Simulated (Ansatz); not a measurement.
# Cs2In6W: the cost of one run

Program: Ansatz 0.2.0. Level of theory: reference: DFT r2SCAN, plane waves, PAW, scalar-relativistic, no spin polarisation. These are calculated values, not measurements.

**1. The structure to begin with**

It takes space group Fm-3m (No. 225, cubic). Conventional cell: a = 10.095 Å, b = 10.095 Å, c = 10.095 Å, α = 90.00°, β = 90.00°, γ = 90.00°. Around W (site symmetry m-3m) lie 6 In at 2.33 Å. Cs (site symmetry -43m) is surrounded by 12 In at 3.57 Å. Around In (site symmetry 4mm) lie 1 W at 2.33 Å.

Coordinates:

```
CELL_PARAMETERS angstrom
0.00000 5.04751 5.04751
5.04751 0.00000 5.04751
5.04751 5.04751 0.00000
ATOMIC_POSITIONS crystal
W 0.00000 0.00000 0.00000
Cs 0.25000 0.25000 0.25000
Cs 0.75000 0.75000 0.75000
In 0.23120 0.76880 0.76880
In 0.76880 0.23120 0.76880
In 0.76880 0.23120 0.23120
In 0.23120 0.76880 0.23120
In 0.76880 0.76880 0.23120
In 0.23120 0.23120 0.76880
```

**2. Reference**

Contents of input.yaml:

```yaml
crystal:
  lattice:
    - [0.0, 5.0475096, 5.0475096]
    - [5.0475096, 0.0, 5.0475096]
    - [5.0475096, 5.0475096, 0.0]
  atoms:
    - { symbol: W, position: [0.0, 0.0, 0.0] }
    - { symbol: Cs, position: [0.25, 0.25, 0.25] }
    - { symbol: Cs, position: [0.75, 0.75, 0.75] }
    - { symbol: In, position: [0.2312, 0.7688, 0.7688] }
    - { symbol: In, position: [0.7688, 0.2312, 0.7688] }
    - { symbol: In, position: [0.7688, 0.2312, 0.2312] }
    - { symbol: In, position: [0.2312, 0.7688, 0.2312] }
    - { symbol: In, position: [0.7688, 0.7688, 0.2312] }
    - { symbol: In, position: [0.2312, 0.2312, 0.7688] }
  symmetry: { tolerance: 0.0003 }
kpoints:
  mp_grid: { grid: [3, 3, 3], shift: [0, 0, 0] }
magnetization:
  spin_polarized: false
scf:
  occupations: { method: fermi_dirac }
hamiltonian:
  pseudopotentials: { kind: paw }
  xc: r2scan
basis:
  ecutwfc: 500
output:
  forces: true
  stress: true
  eigenvalues: true
```

Command:

```sh
> ansatz run input.yaml --threads 1 --pin off --max-ram 2560MiB --backend cpu --events-out ev --progress --plain --runs-dir out
```

What time and memory should one allow on 1 thread of Intel Xeon 6975P-C (Granite Rapids), shared host?

About 11 s, with a peak of 1.3 GiB.
